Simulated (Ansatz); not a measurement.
# C2H4Sn (SMILES C#[C][SnH3]): one structure at several levels

The atoms stand at a structure displaced at random from a GFN2-xTB minimum. How far do the functionals agree with CCSD(T) there?

Method: single points in def2-TZVPP; program: Ansatz 0.2.0, Gaussian basis.

Correlated methods freeze the cores. Filled d shells of the heavier atoms are correlated. Core potentials replace the inner electrons past krypton, and spin-orbit coupling is left out.

### Step 1. Starting geometry

SMILES `C#[C][SnH3]`, 7 atoms, charge 0, spin multiplicity 1.

Atoms are counted from 1 here; the program's logs count them from 0.

Bond lengths: C1–C2 1.162 Å, C1–H4 1.037 Å, C2–Sn3 2.003 Å, Sn3–H5 1.629 Å, Sn3–H6 1.615 Å, Sn3–H7 1.600 Å. Angles: C2–C1–H4 178.8°, C1–C2–Sn3 177.3°, C2–Sn3–H5 108.6°, C2–Sn3–H6 108.1°, C2–Sn3–H7 109.7°, H5–Sn3–H6 108.4°, H5–Sn3–H7 111.7°, H6–Sn3–H7 110.3°.

Geometry (Å):

```
C    -0.8560   -1.8554    0.1744
C    -0.3900   -0.7964    0.0615
Sn    0.4968    0.9914   -0.1145
H    -1.2906   -2.7912    0.2776
H     0.1800    1.5845   -1.5980
H    -0.1533    1.9843    0.9805
H     2.0698    0.8401    0.1378
```

### Step 2. CCSD(T)/def2-TZVPP

Input file run/in.yaml:

```yaml
crystal:
  periodic: [false, false, false]
  atoms:
    - {symbol: C, position_ang: [-0.856000, -1.855400, 0.174400]}
    - {symbol: C, position_ang: [-0.390000, -0.796400, 0.061500]}
    - {symbol: Sn, position_ang: [0.496800, 0.991400, -0.114500]}
    - {symbol: H, position_ang: [-1.290600, -2.791200, 0.277600]}
    - {symbol: H, position_ang: [0.180000, 1.584500, -1.598000]}
    - {symbol: H, position_ang: [-0.153300, 1.984300, 0.980500]}
    - {symbol: H, position_ang: [2.069800, 0.840100, 0.137800]}
basis:
  gaussian: {orbitals: def2-TZVPP}
correlation: {method: ccsd_t}
output: {forces: true}
```

Command:

```sh
$ ansatz run in.yaml --threads 8 --pin off --events-out ev --progress --plain --max-ram 10444MiB
```

### Step 3. PBE0-D4/def2-TZVPP

Changes to run/in.yaml since step 2:

```diff
@@ -12,3 +12,3 @@
   gaussian: {orbitals: def2-TZVPP}
-correlation: {method: ccsd_t}
-output: {forces: true}
+hamiltonian: {xc: pbe0, dispersion: d4}
+output: {forces: true, orbitals: {seedname: orbitals}}
```

### Step 4. wB97M-V/def2-TZVPP

Changes to run/in.yaml since step 3:

```diff
@@ -12,3 +12,3 @@
   gaussian: {orbitals: def2-TZVPP}
-hamiltonian: {xc: pbe0, dispersion: d4}
-output: {forces: true, orbitals: {seedname: orbitals}}
+hamiltonian: {xc: {name: wB97M-V}}
+output: {forces: true}
```

### Step 5. r2SCAN-D4/def2-TZVPP

Changes to run/in.yaml since step 4:

```diff
@@ -12,3 +12,3 @@
   gaussian: {orbitals: def2-TZVPP}
-hamiltonian: {xc: {name: wB97M-V}}
+hamiltonian: {xc: r2scan, dispersion: d4}
 output: {forces: true}
```

### Step 6. PBE-D4/def2-TZVPP

Changes to run/in.yaml since step 5:

```diff
@@ -12,3 +12,3 @@
   gaussian: {orbitals: def2-TZVPP}
-hamiltonian: {xc: r2scan, dispersion: d4}
+hamiltonian: {xc: pbe, dispersion: d4}
 output: {forces: true}
```

### Step 7. B97M-V/def2-TZVPP

Changes to run/in.yaml since step 6:

```diff
@@ -12,3 +12,3 @@
   gaussian: {orbitals: def2-TZVPP}
-hamiltonian: {xc: pbe, dispersion: d4}
+hamiltonian: {xc: {name: B97M-V}}
 output: {forces: true}
```

### Step 8. wB97X-V/def2-TZVPP

Changes to run/in.yaml since step 7:

```diff
@@ -12,3 +12,3 @@
   gaussian: {orbitals: def2-TZVPP}
-hamiltonian: {xc: {name: B97M-V}}
+hamiltonian: {xc: {name: wB97X-V}}
 output: {forces: true}
```

(Steps that only read results are left out.)

Q: Predict the outcome of this session. Wanted: energy less free atoms, CCSD(T)/def2-TZVPP; RMS force component; RMS force error; HOMO and LUMO, PBE0-D4; T1 diagnostic.

As calculated:

```
                                  quantity                                                                                          value
energy less free atoms, CCSD(T)/def2-TZVPP                                                                                -536.1 kcal/mol
                       RMS force component                                                           1.243 to 1.663 eV/Å over the methods
                           RMS force error  PBE0-D4 0.396, wB97M-V 0.472, r2SCAN-D4 0.295, PBE-D4 0.173, B97M-V 0.401, wB97X-V 0.447 eV/Å
                    HOMO and LUMO, PBE0-D4                                                                              -8.28 and 0.41 eV
                             T1 diagnostic                                                                                          0.013
```

What this shows: Against CCSD(T) the functionals' energies less atoms differ by -16.5 to -7.3 kcal/mol, PBE-D4 by -14.7 kcal/mol. A larger basis would deepen the CCSD(T) value, while the functionals are nearly converged already, so the order here is not reliable. On forces the order runs from PBE-D4 to wB97M-V. Frozen-core CCSD(T) forces in triple zeta carry basis errors of their own, and this is one geometry, so small gaps rank nothing.
